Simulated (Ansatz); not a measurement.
# CH2Ge: the cost of one run

The runs use Ansatz 0.2.0, Gaussian basis; cc-pVTZ, core rule «outside noble gas», up to 15 orbitals frozen.

To be run: UHF; CCSD(T) on RHF; CCSD(T) on UHF; BCCD(T) on RHF; CCSDT(Q) on RHF; CCSDT(Q) on UHF; CASSCF and MRCISD+Q, 10 electrons in 10 orbitals; CASSCF and NEVPT2, 10 electrons in 10 orbitals.

6 further runs of the same task are left out: 6 set aside as unsound or not needed.

### Step 1. The geometry

The geometry is a PBE0/def2-TZVP stationary point (not a proven minimum) of the parent state, kept for this charge and spin. No spin-orbit coupling is included. The filled d shell of Ge may be among the frozen orbitals whatever the setting's name suggests; the logs give the count.

4 atoms, charge 0, spin multiplicity 1.

Atoms are counted from 1 here; the program's logs count them from 0.

Bond lengths: Ge1–C2 1.905 Å, Ge1–H3 1.592 Å, C2–H4 1.091 Å. Angles: C2–Ge1–H3 95.9°, Ge1–C2–H4 136.5°.

### Step 2. UHF

in.yaml

```yaml
crystal:
  periodic: [false, false, false]
  atoms:
    - {symbol: Ge, position_ang: [0.000000, -0.044572, 0.290198]}
    - {symbol: C, position_ang: [0.000000, 0.182313, -1.601029]}
    - {symbol: H, position_ang: [0.000000, 1.508639, 0.640309]}
    - {symbol: H, position_ang: [0.000000, -0.468907, -2.476239]}
basis:
  gaussian: {orbitals: cc-pVTZ}
magnetization: {spin_polarized: true, initial_magnetization: 0}
hamiltonian: {xc: hf}
output: {orbitals: {seedname: orbitals}}
```

Command:

```
ansatz run in.yaml --threads 1 --pin off --events-out ev --progress --plain --max-ram 4096MiB --backend cpu
```

**Question.** How long does this run take on 1 thread of AMD EPYC 7R13, shared host, and how much memory does it need?

About 10 s, with a peak of 0.27 GiB.
